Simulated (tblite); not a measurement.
# C6H12N2Si: the cost of one run

Programs: tblite 0.8.0 and PySCF 2.14.0, with density-fitted response routines of our own. Each step states its level of theory. These are calculated values for one molecule, in the gas phase or a continuum, unless marked as measured. Atoms count from 0, in the outputs and in this text.

## Step 1: Starting geometry

21 atoms, charge 0, multiplicity 1; geometry from: force field or distance geometry start.

Bonds of the start (Å): C0–N1 1.46, N1–C2 1.44, N1–C3 1.44, C3–C4 1.37, C4–C5 1.38, C5–N6 1.35, N6–Si7 1.81, N6–C8 1.33, C8–C3 1.38, C0–H9 1.12, C0–H10 1.09, C0–H11 1.12, C2–H12 1.14, C2–H13 1.11, C2–H14 1.11, C4–H15 1.07, C5–H16 1.09, Si7–H17 1.48, Si7–H18 1.48, Si7–H19 1.45, C8–H20 1.09.

## Step 2: Optimising the geometry with GFN2-xTB

What the job is given:

```
{"job": {"kind": "relax", "xc": "GFN2-xTB", "basis": "xTB"}, "charge": 0, "multiplicity": 1}
C     -2.697800    -0.950900     0.370900
N     -1.729900     0.118900     0.168900
C     -2.097000     1.501200     0.016700
C     -0.345100    -0.268200     0.149500
C      0.222700    -1.505700     0.299400
C      1.596500    -1.389500     0.201600
N      1.839700    -0.074400     0.013200
Si     3.512700     0.605200    -0.156700
C      0.702200     0.616400    -0.014800
H     -3.643600    -0.573700     0.845800
H     -2.309800    -1.748700     1.005100
H     -2.914500    -1.352000    -0.652000
H     -3.155300     1.559500     0.422900
H     -2.035700     1.836300    -1.038800
H     -1.495600     2.196000     0.648000
H     -0.277900    -2.441900     0.455600
H      2.329300    -2.191600     0.276800
H      3.424400     1.943000    -0.790000
H      4.332500    -0.216300    -1.071100
H      4.135800     0.661300     1.152300
H      0.597200     1.692200    -0.148700
```

Run with:

```
$ OMP_NUM_THREADS=1 python probes_run.py task.json out
```

This one command runs all jobs of the session in turn.

Q: Estimate the wall time and peak memory of this first job on 1 thread of Arm Neoverse N1, shared host.

About 2 s, with a peak of 0.18 GiB.
